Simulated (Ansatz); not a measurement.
# As2BH6NO: the cost of one run

Program: Ansatz 0.2.0. Level of theory: RKS PBE/def2-SVP. These are calculated values, not measurements.

## 1. The starting structure

Bond lengths: O1–B2 1.432 Å, B2–As3 2.038 Å, B2–N4 1.542 Å, N4–As5 1.847 Å, O1–H6 0.955 Å, As3–H7 1.626 Å, As3–H8 1.567 Å, N4–H9 1.050 Å, As5–H10 1.530 Å, As5–H11 1.582 Å. Angles: O1–B2–As3 118.5°, O1–B2–N4 120.7°, As3–B2–N4 120.8°, B2–O1–H6 110.0°, B2–As3–H7 90.8°, B2–As3–H8 92.2°, H7–As3–H8 90.4°, B2–N4–As5 110.5°, B2–N4–H9 104.5°, As5–N4–H9 112.1°, N4–As5–H10 92.2°, N4–As5–H11 90.5°, H10–As5–H11 92.7°.

Coordinates:

```xyz
11

O    -0.8911    1.2411    1.4593
B    -0.8042    0.1316    0.5583
As   -1.0677   -1.7482    1.3007
N    -0.5042    0.3543   -0.9378
As    1.2048   -0.2134   -1.3464
H    -0.0200    1.4809    1.7672
H     0.4833   -1.7990    1.7851
H    -0.6740   -2.4092   -0.0644
H    -0.6210    1.3879   -1.0777
H     1.1474    0.4256   -2.7352
H     1.8119    1.0914   -0.6886
```

## 2. Relaxing end A

input.yaml reads:

```yaml
crystal:
  periodic: [false, false, false]
  atoms:
    - { symbol: O, position_ang: [-0.8911, 1.2411, 1.4593] }
    - { symbol: B, position_ang: [-0.8042, 0.1316, 0.5583] }
    - { symbol: As, position_ang: [-1.0677, -1.7482, 1.3007] }
    - { symbol: "N", position_ang: [-0.5042, 0.3543, -0.9378] }
    - { symbol: As, position_ang: [1.2048, -0.2134, -1.3464] }
    - { symbol: H, position_ang: [-0.02, 1.4809, 1.7672] }
    - { symbol: H, position_ang: [0.4833, -1.799, 1.7851] }
    - { symbol: H, position_ang: [-0.674, -2.4092, -0.0644] }
    - { symbol: H, position_ang: [-0.621, 1.3879, -1.0777] }
    - { symbol: H, position_ang: [1.1474, 0.4256, -2.7352] }
    - { symbol: H, position_ang: [1.8119, 1.0914, -0.6886] }
basis:
  gaussian: { orbitals: def2-SVP }
hamiltonian:
  xc: pbe
relax:
  f_tol: 0.015
  max_steps: 40
output:
  orbitals: {}
```

The run is started by

```console
ansatz run input.yaml --threads 2 --pin off --max-ram 3072MiB --backend cpu --events-out ev --progress --plain --runs-dir out
```

**Question.** How long does this run take on 2 threads of AMD EPYC 9R14 (Zen 4), shared host, and how much memory does it need?

About 56 s, with a peak of 0.22 GiB.
